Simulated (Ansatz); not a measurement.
**HfHO (quartet): from Hartree-Fock to the top rungs, def2-TZVPP**

One table from this session's results is given with a row withheld; the runs are named, their logs left out.

Program: Ansatz 0.2.0, Gaussian basis. Level of theory: def2-TZVPP, core rule «outside noble gas», up to 5 orbitals frozen. These are calculated values, not measurements.

The runs, in order: UHF; ROHF; CCSD(T) on UHF.

**What is computed**

The geometry is a PBE0/def2-TZVP stationary point (not a proven minimum) of the parent state, kept for this charge and spin. No spin-orbit coupling is included. Elements past krypton take def2 core potentials.

3 atoms, charge 0, spin multiplicity 4.

Atoms are counted from 1 here; the program's logs count them from 0.

Bond lengths: Hf1–O2 2.641 Å, O2–H3 0.989 Å. Angles: Hf1–O2–H3 79.5°.

The first run:

in.yaml

```yaml
crystal:
  periodic: [false, false, false]
  atoms:
    - {symbol: Hf, position_ang: [0.000000, -0.257744, 1.711606]}
    - {symbol: O, position_ang: [0.000000, -0.360612, -0.927017]}
    - {symbol: H, position_ang: [0.000000, 0.618356, -0.784589]}
basis:
  gaussian: {orbitals: def2-TZVPP}
magnetization: {spin_polarized: true, initial_magnetization: 3}
hamiltonian: {xc: hf}
output: {orbitals: {seedname: orbitals}}
```

Command:

```bash
$ ansatz run in.yaml --threads 1 --pin off --events-out ev --progress --plain --max-ram 2560MiB --backend cpu
```

Among the steps run: UHF; ROHF; CCSD(T) on UHF.

One of the session's tables, all rows but one given; the rest of the session is left out.

| method | from UCCSD(T) (meV) |
| --- | --- |
| ROHF | ? |
| UHF | +8647.2 |
| UMP2 | +446.4 |
| UCCSD | +373.7 |
| UCCSD(T) | 0 |

Estimate the missing values for ROHF.

**Answer.** from UCCSD(T) (meV): +8764.5. In the column «from UCCSD(T) (meV)» it is the highest.
